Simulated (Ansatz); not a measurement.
# SiGeF (quartet): wave-function methods side by side at a displaced geometry (v1), cc-pVDZ

Aim: climb from Hartree-Fock through coupled cluster for SiGeF (quartet) at one geometry and basis, and see what each rung misses.

Computed with Ansatz 0.2.0, Gaussian basis. Level: cc-pVDZ, core rule «outside noble gas», up to 20 orbitals frozen.

The runs, in order: UHF; CCSD(T) on ROHF; CCSD(T) on UHF; BCCD(T) on ROHF; CISD; CCSDT(Q) on ROHF; CCSDT(Q) on UHF.

31 further runs of the same task are left out: 12 for a known fault of the program, 8 that didn't finish, 11 set aside as unsound or not needed.

## 1. The geometry

The geometry is a PBE0/def2-TZVP stationary point (not a proven minimum) with its atoms shifted at random (size 0.040 Å). No spin-orbit coupling is included. The filled d shell of Ge may be among the frozen orbitals whatever the setting's name suggests; the logs give the count.

3 atoms, charge 0, spin multiplicity 4.

Atoms are counted from 1 here; the program's logs count them from 0.

Bond lengths: F1–Si2 1.604 Å, Si2–Ge3 2.426 Å. Angles: F1–Si2–Ge3 114.3°.

Geometry (Å):

```tsv
atom	x (Å)	y (Å)	z (Å)
F1	-0.0284	-0.6660	2.2749
Si2	-0.0292	0.5763	1.2610
Ge3	0.0187	-0.0486	-1.0825
```

## 2. UHF

Contents of in.yaml:

```yaml
crystal:
  periodic: [false, false, false]
  atoms:
    - {symbol: F, position_ang: [-0.028400, -0.666042, 2.274898]}
    - {symbol: Si, position_ang: [-0.029233, 0.576339, 1.260997]}
    - {symbol: Ge, position_ang: [0.018731, -0.048638, -1.082532]}
basis:
  gaussian: {orbitals: cc-pVDZ}
magnetization: {spin_polarized: true, initial_magnetization: 3}
hamiltonian: {xc: hf}
output: {orbitals: {seedname: orbitals}}
```

Command:

```
$ ansatz run in.yaml --threads 1 --pin off --events-out ev --progress --plain --max-ram 2393MiB
```

After this run come: CCSD(T) on ROHF; CCSD(T) on UHF; BCCD(T) on ROHF; CISD; CCSDT(Q) on ROHF; CCSDT(Q) on UHF.

Before running them: what should the planned runs give, taken together? Wanted: UCCSDT(Q) below the RHF energy; RMP2 from UCCSDT(Q); UMP2 from UCCSDT(Q); RCCSD from UCCSDT(Q); RCCSD(T) from UCCSDT(Q); UCCSD(T) from UCCSDT(Q); RCCSDT(Q) from UCCSDT(Q); T1 diagnostic.

**Answer**, as computed:

| quantity | value |
| --- | --- |
| UCCSDT(Q) below the RHF energy | -9.6817 eV |
| RMP2 from UCCSDT(Q) | +98.8 kJ/mol |
| UMP2 from UCCSDT(Q) | +103.3 kJ/mol |
| RCCSD from UCCSDT(Q) | +33.9 kJ/mol |
| RCCSD(T) from UCCSDT(Q) | +7.5 kJ/mol |
| UCCSD(T) from UCCSDT(Q) | +6.7 kJ/mol |
| RCCSDT(Q) from UCCSDT(Q) | +1.2 kJ/mol |
| levels within 1 kcal/mol (43 meV) | RCCSDT, UCCSDT, RCCSDT(Q) |
| T1 diagnostic | 0.021 |

In words: RCCSD(T) misses by +7.5 kJ/mol, 0.8 % of the correlation energy. These misses are within one basis, not against nature; the frozen cores of restricted and unrestricted runs differ, which can shift their rows.
